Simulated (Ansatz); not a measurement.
# C₃H₆BF: up Jacob's ladder to CCSD(T)

How much do the methods differ for C₃H₆BF? The plan is to run it at one geometry with functionals of several rungs and with coupled cluster, and see how far each lands from CCSD(T) at the basis-set limit for the atomisation energy.

The runs use Ansatz 0.2.0, Gaussian basis; functionals in def2-TZVPP, the program's frozen cores in correlated methods.

Levels to be run: PBE-D4, r2SCAN-D4, PBE0-D4, B3LYP-D4, ωB97X-V, ωB97M-V, B2PLYP; CCSD(T)/def2-TZVPP; MP2/def2-QZVPP; extrapolation to the limit.

## (1) Structure used throughout

The geometry comes from an earlier relaxation with PBE0-D4 in a triple-zeta def2 set; it is a stationary point, not always the lowest conformer.

SMILES `CC1CB1F`, 11 atoms, charge 0, spin multiplicity 1.

Atoms are counted from 1 here; the program's logs count them from 0.

Bond lengths: C1–C2 1.509 Å, C1–H6 1.093 Å, C1–H7 1.094 Å, C1–H8 1.094 Å, C2–C3 1.587 Å, C2–B4 1.513 Å, C2–H9 1.090 Å, C3–B4 1.511 Å, C3–H10 1.089 Å, C3–H11 1.086 Å, B4–F5 1.311 Å. Angles: C2–C1–H6 111.1°, C2–C1–H7 111.4°, C2–C1–H8 111.4°, H6–C1–H7 107.2°, H6–C1–H8 108.1°, H7–C1–H8 107.5°, C1–C2–C3 118.8°, C1–C2–B4 124.3°, C1–C2–H9 113.9°, C3–C2–B4 58.3°, C3–C2–H9 112.3°, B4–C2–H9 117.1°, C2–C3–B4 58.4°, C2–C3–H10 115.8°, C2–C3–H11 116.7°, B4–C3–H10 119.8°, B4–C3–H11 122.5°, H10–C3–H11 112.6° and more.

## (2) PBE-D4 (GGA)

The input, in.yaml:

```yaml
crystal:
  periodic: [false, false, false]
  atoms:
    - {symbol: C, position_ang: [-1.050143, 0.322046, 0.870866]}
    - {symbol: C, position_ang: [-0.283071, -0.420313, -0.196403]}
    - {symbol: C, position_ang: [1.300883, -0.327757, -0.202460]}
    - {symbol: B, position_ang: [0.470122, 0.248104, -1.325942]}
    - {symbol: F, position_ang: [0.437311, 0.924276, -2.448995]}
    - {symbol: H, position_ang: [-2.104944, 0.418894, 0.602520]}
    - {symbol: H, position_ang: [-0.658413, 1.333122, 1.012804]}
    - {symbol: H, position_ang: [-0.991370, -0.191839, 1.834965]}
    - {symbol: H, position_ang: [-0.638656, -1.435751, -0.368858]}
    - {symbol: H, position_ang: [1.740129, 0.336177, 0.539899]}
    - {symbol: H, position_ang: [1.843453, -1.263860, -0.297795]}
basis:
  gaussian: {orbitals: def2-TZVPP}
hamiltonian: {xc: pbe, dispersion: d4}
output: {forces: true, orbitals: {seedname: orbitals}}
```

Launch:

```console
$ ansatz run in.yaml --threads 4 --pin off --events-out ev --progress --plain --max-ram 10444MiB
```

Further steps of the session: r2SCAN-D4 (meta-GGA); PBE0-D4 (hybrid); B3LYP-D4 (hybrid); ωB97X-V (range-separated); ωB97M-V (range-separated); B2PLYP (double hybrid); CCSD(T) in def2-TZVPP; MP2 in def2-QZVPP.

Before running them: what should the planned runs give, taken together? Wanted: atomisation energy, CCSD(T)/CBS; farthest; mean size of error, hybrid; mean size of error, range-separated; gap, smallest and largest; T1 diagnostic; triples share of the correlation energy.

As calculated:

| quantity | value |
| --- | --- |
| atomisation energy, CCSD(T)/CBS | 46.584 eV |
| functionals within 0.233 eV (0.5 %) | B3LYP-D4, B2PLYP |
| farthest | PBE-D4 (+1.404 eV) |
| mean size of error, hybrid | 0.441 eV |
| mean size of error, range-separated | 0.315 eV |
| gap, smallest and largest | 4.28 eV (PBE-D4), 11.36 eV (ωB97X-V) |
| T1 diagnostic | 0.0113 |
| triples share of the correlation energy | 3.7 % |

**Reading.** PBE-D4 misses by +1.404 eV. Double hybrids carry the basis error of their MP2 part in triple zeta, and no dispersion term here, so their miss is partly the set-up's. Misses under about 0.233 eV are within the doubt on the reference itself, which lacks core-valence correlation, relativity and higher excitations. Hartree-Fock recovers 76 % of the binding; the rest is correlation. Orbital gaps span 4.3 to 11.4 eV; exact exchange widens them.
